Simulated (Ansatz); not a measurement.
# Ta: the cost of one run

All numbers are computed with Ansatz 0.2.0, driven from Python. The levels of theory stand in the script.

This is Ta in the hcp structure; at room conditions it is bcc.

## 1. The system

Symmetry: P6_3/mmc, No. 194, hexagonal system. The conventional cell has a = 2.900 Å, b = 2.900 Å, c = 5.166 Å, α = 90.00°, β = 90.00°, γ = 120.00°. Ta (site symmetry -6m2) has 12 Ta at 2.90 to 3.08 Å as nearest neighbours.

No structure file is read: the coordinates are typed or built in the script.

## 2. The script

Input file paw_lapw_ta.py:

```python
"""Checking the PAW result for Ta with LAPW."""

import ansatz as az
import numpy as np


def count_gap(report):
    # lowest empty less highest filled band, counting bands; zero where they overlap
    return max(report.get("gap_by_band_count_ev") or 0.0, 0.0)


def main() -> None:
    cell = (
        az.Lattice.of((2.90037, 0.0, 0.0), (-1.45019, 2.5118, 0.0), (0.0, 0.0, 5.16627))
        .atom("Ta", (2 / 3, 1 / 3, 0.75))
        .atom("Ta", (1 / 3, 2 / 3, 0.25))
    )

    calc = cell.calculation()
    calc = calc.functional("lda")
    calc = calc.kpoints(11, 11, 6)
    calc = calc.occupations("fermi_dirac", width=0.1)
    calc = calc.stress()
    calc = calc.forces().band_table()
    variants = {
        "PAW": calc.pseudopotentials("paw"),
        "LAPW": calc.pseudopotentials("all_electron", lapw=True),
    }
    # totals differ by the cores that each treatment holds, so compare what does not depend on them
    rows = []
    for label, variant in variants.items():
        report = variant.run(threads=1, backend="cpu").report
        levels = np.array(report["eigenvalues_ev"][0]) - report["fermi_energy_ev"]
        print(label, "levels at the first k-point near E_F:", np.round(levels[np.abs(levels) < 5], 3))
        rows.append((label, report["n_electrons"], np.trace(report["stress_gpa"]) / 3, count_gap(report)))
    print("     treatment  electrons in bands           P GPa  gap by band count eV")
    for row in rows:
        print(f"{str(row[0]):>14s}  {row[1]:18.1f}  {row[2]:14.3f}  {row[3]:20.3f}")


if __name__ == "__main__":
    main()
```

## 3. The input behind the calls

The engine receives this input (first run):

```yaml
crystal:
  lattice:
    - [2.90037, 0.0, 0.0]
    - [-1.45019, 2.5118, 0.0]
    - [0.0, 0.0, 5.16627]
  atoms:
    - { symbol: Ta, position: [0.6666666666666666, 0.3333333333333333, 0.75] }
    - { symbol: Ta, position: [0.3333333333333333, 0.6666666666666666, 0.25] }
kpoints:
  mp_grid:
    grid: [11, 11, 6]
hamiltonian:
  xc: lda
  pseudopotentials:
    kind: paw
scf:
  occupations:
    method: fermi_dirac
    width: 0.1
output:
  forces: true
  stress: true
  eigenvalues: true
```

## 4. Running it

On the command line:

```console
$ python paw_lapw_ta.py
```

What time and memory should one allow on 1 thread of Arm Neoverse V2, shared host?

About 33 s, with a peak of 0.65 GiB.
